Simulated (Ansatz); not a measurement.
# YbBiAu: the cost of one run

All numbers below are computed with Ansatz 0.2.0 (DFT PBEsol, scalar-relativistic, plane waves, PAW).

2 further runs of the same task are left out: 1 for a known fault of the program, 1 set aside as unsound or not needed. Runs told in other sessions of the task aren't counted.

### Step 1. The system as given

The cell holds 18 atoms (Au6Bi5PbYb6): a = 7.624 Å, b = 8.261 Å, c = 8.261 Å, α = 120.00°, β = 90.00°, γ = 90.00°.

As a file:

```
CELL_PARAMETERS angstrom
0.00000 0.00000 7.62376
7.15459 4.13071 0.00000
-7.15459 4.13071 0.00000
ATOMIC_POSITIONS crystal
Au 0.91691 0.34134 0.00846
Au 0.93087 0.66667 0.66667
Au 0.93087 0.00000 0.33333
Au 0.42657 0.33801 0.34175
Au 0.43441 0.66829 0.99861
Au 0.44286 0.99468 0.65708
Pb 0.53030 0.33827 0.00712
Bi 0.53713 0.66667 0.66667
Bi 0.53713 0.00000 0.33333
Bi 0.03713 0.33333 0.33333
Bi 0.03713 0.66667 0.00000
Bi 0.03713 0.00000 0.66667
Yb 0.77796 0.32141 0.66069
Yb 0.75939 0.66622 0.33019
Yb 0.75724 0.00289 0.00725
Yb 0.26300 0.33333 0.66667
Yb 0.26300 0.66667 0.33333
Yb 0.26300 0.00000 0.00000
```

The host was relaxed before at PBEsol: a = 4.770 Å, b = 4.770 Å, c = 7.624 Å, α = 90.00°, β = 90.00°, γ = 120.00° (conventional cell), 25.034 Å³/atom.

Places, in fractions of the supercell: Pb in place of Bi at (0.537, 0.333, 0.000). Its neighbours start displaced at random, with a spread of 0.05 Å in each coordinate.

### Step 2. The perfect crystal in the supercell of 18 atoms

input.yaml reads:

```yaml
crystal:
  lattice:
    - [0.0, 0.0, 7.6237615972]
    - [7.1545915793, 4.1307053686, 0.0]
    - [-7.1545915744, 4.1307053771, 0.0]
  atoms:
    - { symbol: Au, position: [0.9308672444, 0.3333333333, 0.0] }
    - { symbol: Au, position: [0.9308672444, 0.6666666667, 0.6666666667] }
    - { symbol: Au, position: [0.9308672444, 0.0, 0.3333333333] }
    - { symbol: Au, position: [0.4308672444, 0.3333333333, 0.3333333333] }
    - { symbol: Au, position: [0.4308672444, 0.6666666667, 1.0] }
    - { symbol: Au, position: [0.4308672444, 0.0, 0.6666666667] }
    - { symbol: Bi, position: [0.5371297397, 0.3333333333, 0.0] }
    - { symbol: Bi, position: [0.5371297397, 0.6666666667, 0.6666666667] }
    - { symbol: Bi, position: [0.5371297397, 0.0, 0.3333333333] }
    - { symbol: Bi, position: [0.0371297397, 0.3333333333, 0.3333333333] }
    - { symbol: Bi, position: [0.0371297397, 0.6666666667, 1.0] }
    - { symbol: Bi, position: [0.0371297397, 0.0, 0.6666666667] }
    - { symbol: Yb, position: [0.7630030159, 0.3333333333, 0.6666666667] }
    - { symbol: Yb, position: [0.7630030159, 0.6666666667, 0.3333333333] }
    - { symbol: Yb, position: [0.7630030159, 0.0, 0.0] }
    - { symbol: Yb, position: [0.2630030159, 0.3333333333, 0.6666666667] }
    - { symbol: Yb, position: [0.2630030159, 0.6666666667, 0.3333333333] }
    - { symbol: Yb, position: [0.2630030159, 0.0, 0.0] }
basis:
  ecutwfc: 420
  xc_grid: 2
kpoints:
  mp_grid: { grid: [3, 3, 3], shift: [0.0, 0.0, 0.0] }
hamiltonian:
  xc: pbesol
scf:
  occupations: { method: gaussian, width: 0.05 }
output:
  forces: true
  stress: true
  eigenvalues: true
```

The run is started by

```bash
ansatz run input.yaml --threads 8 --pin off --max-ram 14336MiB --backend cpu --events-out ev --progress --plain --runs-dir out
```

Q: Estimate wall time and peak memory on 8 threads of Arm Neoverse V2, shared host.

About 12 s, with a peak of 2.8 GiB.
